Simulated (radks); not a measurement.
**Taking charge from the 3s level of Br in fractions**

One table from this session's results is given with a row withheld; the runs are named, their logs left out.

Method: scalar-relativistic Kohn-Sham, r2SCAN, spin-polarised, spherical densities, finite nucleus; open shells are filled with parallel spins first. Code: radks (a radial shooting solver on a logarithmic mesh, Libxc functionals) version 1.

### The system

| Property | Result |
| --- | --- |
| element | bromine (Z = 35) |
| charge | 0 |
| electrons | 35 |
| configuration | [Ne] 3s(up 1, down 1) 3p6 3d10 4s2 4p5 |
| nuclear rms radius | 4.1629 fm |

A shell typed twice in an input gives spin up, then spin down.

The first run:

Input:

```text
Z 35
configuration [Ne] 3s1 3s1 3p6 3d10 4s2 4p5
relativity scalar-relativistic
functional r2scan,r2scan
spin polarised
nucleus finite rms 4.1629 fm
c 137.035999084
```

Among the steps run: Start: [Ne] 3s(up 1, down 1) 3p6 3d10 4s2 4p5.

One table of the session follows, with a row left open; its other results are not shown here.

It belongs to the step «Start: [Ne] 3s(up 1, down 1) 3p6 3d10 4s2 4p5». Sizes of the orbitals, from the radial functions (bohr):

| level | <r> | outermost maximum (interpolated) | 90 % within | nodes |
| --- | --- | --- | --- | --- |
| 3p up | ? | ? | ? | ? |
| 3p down | 0.5633 | 0.481 | 0.859 | 1 |
| 3d up | 0.5906 | 0.433 | 0.972 | 0 |
| 3d down | 0.5896 | 0.433 | 0.970 | 0 |
| 4s up | 1.684 | 1.42 | 2.52 | 3 |
| 4s down | 1.689 | 1.42 | 2.53 | 3 |
| 4p up | 2.079 | 1.67 | 3.20 | 2 |
| 4p down | 2.107 | 1.67 | 3.27 | 2 |

Q: Estimate the row for 3p up from the others.

As computed: <r>: 0.5634; outermost maximum (interpolated): 0.481; 90 % within: 0.859; nodes: 1. In the column «<r>» it lies between 3p down (0.5633) and 3d down (0.5896).
